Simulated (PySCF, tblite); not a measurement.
**C7H13PSi: geometry, infrared bands and NMR shifts**

Wanted: the infrared bands and NMR shifts of C7H13PSi (`C[SiH](C)P1C=CCC=C1`), by calculation.

Computed with tblite 0.8.0 and PySCF 2.14.0, with density-fitted response routines of our own, on a single molecule in the gas phase. Atoms count from 0, in the outputs and in this text.

### Step 1. The molecule as given

22 atoms, charge 0, multiplicity 1; geometry from: force field or distance geometry start.

Bonds of the start (Å): C0–Si1 1.84, Si1–C2 1.86, Si1–P3 2.24, P3–C4 1.85, C4–C5 1.33, C5–C6 1.50, C6–C7 1.50, C7–C8 1.34, C8–P3 1.83, C0–H9 1.09, C0–H10 1.10, C0–H11 1.11, Si1–H12 1.48, C2–H13 1.10, C2–H14 1.08, C2–H15 1.10, C4–H16 1.08, C5–H17 1.10, C6–H18 1.09, C6–H19 1.11, C7–H20 1.09, C8–H21 1.10.

### Step 2. Geometry optimisation with GFN2-xTB

Job settings and geometry (Å):

```
{"job": {"kind": "relax", "xc": "GFN2-xTB", "basis": "xTB"}, "charge": 0, "multiplicity": 1}
C     -2.813100     1.119600    -0.822100
Si    -1.723200    -0.329200    -0.531400
C     -1.639600    -0.790800     1.273600
P      0.324700     0.169800    -1.281100
C      1.270000    -1.326300    -0.757900
C      2.268700    -1.259500     0.116900
C      2.760200    -0.053600     0.868800
C      1.932700     1.190100     0.766900
C      0.888100     1.403700    -0.045600
H     -2.484800     2.002200    -0.264100
H     -2.857800     1.383300    -1.884900
H     -3.849900     0.904100    -0.499900
H     -2.216000    -1.494200    -1.295700
H     -2.640100    -1.047700     1.641000
H     -1.001900    -1.642000     1.443400
H     -1.277000     0.041500     1.892900
H      1.042600    -2.284400    -1.212800
H      2.809300    -2.185300     0.339900
H      3.782000     0.175800     0.559100
H      2.815100    -0.327200     1.940400
H      2.217000     1.995400     1.440100
H      0.382600     2.374200     0.009600
```

Launch:

```
OMP_NUM_THREADS=1 python probes_run.py task.json out
```

One launch serves the whole session: the jobs run in the order shown.

**Question.** This job is followed by: GFN2-xTB harmonic vibrations, gas phase; GIAO PBE0/pcSseg-1 NMR shielding, non-relativistic, gas phase. Predict these results of the whole session: strongest single infrared mode (GFN2-xTB); zero-point energy (GFN2-xTB); 13C shifts against TMS (PBE0/pcSseg-1, means over atoms taken as alike); 1H shifts against TMS (PBE0/pcSseg-1, means over atoms taken as alike); 29Si shifts against TMS (PBE0/pcSseg-1); 31P shifts against H3PO4 (PBE0/pcSseg-1); surface potential, 1st and 99th percentile.

**Answer**, as computed:

```
                                                               quantity                             value
                              strongest single infrared mode (GFN2-xTB)              846 cm⁻¹, 293 km/mol
                                           zero-point energy (GFN2-xTB)                    109.5 kcal/mol
13C shifts against TMS (PBE0/pcSseg-1, means over atoms taken as alike)      134.1, 128.8, 32.4, -5.3 ppm
 1H shifts against TMS (PBE0/pcSseg-1, means over atoms taken as alike)  6.28, 6.03, 4.49, 3.10, 0.17 ppm
                                29Si shifts against TMS (PBE0/pcSseg-1)                         -22.6 ppm
                               31P shifts against H3PO4 (PBE0/pcSseg-1)                        -130.5 ppm
                                  surface potential, 1st and 99th percentile                -1.00 V and 0.77 V
```

Over 96 steps the energy fell by 0.233 eV; of the close pairs, C0–Si1 changed most, 1.836 to 1.903 Å. All 60 modes are real, so the xTB geometry is a minimum. The strongest single mode, at 846 cm⁻¹, is spread over many atoms; the largest shares are those of H11, H13. Unscaled tight-binding wavenumbers are off by several per cent, some by more. Its intensities can rank the bands wrongly.
